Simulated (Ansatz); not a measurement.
# GaH₅O₃Se: basis-set convergence

Aim: see how fast density functionals converge with the basis set for GaH₅O₃Se.

Computed with Ansatz 0.2.0, Gaussian basis. Level: one geometry, several basis sets.

Levels to be run: PBE0-D4/def2-SVP; ωB97M-V/def2-SVP; PBE0-D4/def2-QZVPP; ωB97M-V/def2-QZVPP; the functionals' def2-TZVPP values are taken from earlier runs.

## (1) Structure used throughout

All runs share one geometry, relaxed beforehand with PBE0-D4 in a triple-zeta def2 set.

10 atoms, charge 0, spin multiplicity 1.

Atoms are counted from 1 here; the program's logs count them from 0.

Bond lengths: O1–Ga2 2.121 Å, O1–H6 0.971 Å, O1–H10 0.965 Å, Ga2–O3 1.789 Å, Ga2–O4 1.812 Å, Ga2–Se5 2.356 Å, O3–H7 0.958 Å, O4–H8 0.959 Å, Se5–H9 1.469 Å. Angles: Ga2–O1–H6 95.3°, Ga2–O1–H10 107.8°, H6–O1–H10 107.3°, O1–Ga2–O3 106.0°, O1–Ga2–O4 85.1°, O1–Ga2–Se5 99.1°, O3–Ga2–O4 115.7°, O3–Ga2–Se5 121.8°, O4–Ga2–Se5 118.0°, Ga2–O3–H7 114.1°, Ga2–O4–H8 113.5°, Ga2–Se5–H9 90.3°.

## (2) PBE0-D4 in def2-SVP

in.yaml reads:

```yaml
crystal:
  periodic: [false, false, false]
  atoms:
    - {symbol: O, position_ang: [-0.839826, 0.558438, -1.365463]}
    - {symbol: Ga, position_ang: [0.394769, -0.294322, 0.133982]}
    - {symbol: O, position_ang: [1.363243, -1.557585, -0.683505]}
    - {symbol: O, position_ang: [-1.160900, -0.852750, 0.877181]}
    - {symbol: Se, position_ang: [1.377696, 1.676059, 0.972052]}
    - {symbol: H, position_ang: [-1.675635, 0.252349, -0.978211]}
    - {symbol: H, position_ang: [2.298193, -1.356132, -0.744542]}
    - {symbol: H, position_ang: [-1.172054, -1.789210, 1.083349]}
    - {symbol: H, position_ang: [0.307093, 1.794106, 1.970556]}
    - {symbol: H, position_ang: [-0.809580, 1.517945, -1.262598]}
basis:
  gaussian: {orbitals: def2-SVP}
hamiltonian: {xc: pbe0, dispersion: d4}
output: {orbitals: {seedname: orbitals}}
```

On the command line:

```sh
$ ansatz run in.yaml --threads 4 --pin off --events-out ev --progress --plain --max-ram 11315MiB
```

After this run come: ωB97M-V in def2-SVP; PBE0-D4 in def2-QZVPP; ωB97M-V in def2-QZVPP.

**Question.** What will the summary of the whole plan be? Wanted: PBE0-D4: double and triple zeta above quadruple; ωB97M-V: double and triple zeta above quadruple.

As calculated:

| quantity | value |
| --- | --- |
| PBE0-D4: double and triple zeta above quadruple | 25.51, 2.93 eV |
| ωB97M-V: double and triple zeta above quadruple | 25.51, 2.83 eV |

What this shows: For PBE0-D4 the step from double to triple zeta gains 22.58 eV and the next only 2.93 eV. Total energies overstate the basis error of differences, where much of it tends to cancel. The LUMO of ωB97M-V is positive and keeps falling with the basis (1.79 to 0.79 eV): an unbound level that the basis holds in place.
